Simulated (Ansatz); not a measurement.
Crystal: SiF.

```
Si F
1.0
     3.02860    0.00000    0.00000
     0.00000    3.02860    0.00000
     0.00000    0.00000    3.02860
Si F
1 1
Direct
  0.50000 0.50000 0.50000
  0.00000 0.00000 0.00000
```

The cell was built by a generator and needn't be a form met in nature.

* Program: Ansatz 0.2.0
* Task: single point
* Functional: PBE
* Potentials or basis: all-electron LAPW, scalar-relativistic
* Cutoff: 194 eV (chosen from the basis error)
* Basis error allowed: 0.001 eV/atom
* k mesh: 9 × 9 × 9
* Occupations: fermi-dirac, width 0.05 eV
* Spin: no spin polarisation

On this cell: pressure 0.2 GPa; largest force zero by symmetry; band gap on the k mesh none (metal or under the smearing width).

The same run follows on a disturbed copy (atoms moved at random, drawn with an rms of 0.05 Å):

```
Si F
1.0
     3.02860    0.00000    0.00000
     0.00000    3.02860    0.00000
     0.00000    0.00000    3.02860
Si F
1 1
Direct
  0.49055 0.49260 0.48363
  0.00787 0.98963 0.00204
```

**Question.** What does the disturbed cell give?

**Answer.** The energy (extrapolated to zero smearing) moves by -1.0 meV/atom; pressure 0.2 GPa; largest force 0.057 eV/Å; band gap on the k mesh none (metal or under the smearing width).

Forces in eV/Å, atoms in the order of the input:
```
Si  -0.039  0.007 -0.041
F    0.039 -0.007  0.041
```

Stress tensor (GPa, compression positive):
```
 0.18  0.03 -0.16
 0.03  0.36  0.03
-0.16  0.03  0.16
```

Caveats: an odd number of electrons without spin polarisation forces a metal; a magnetic or distorted state may lie lower.
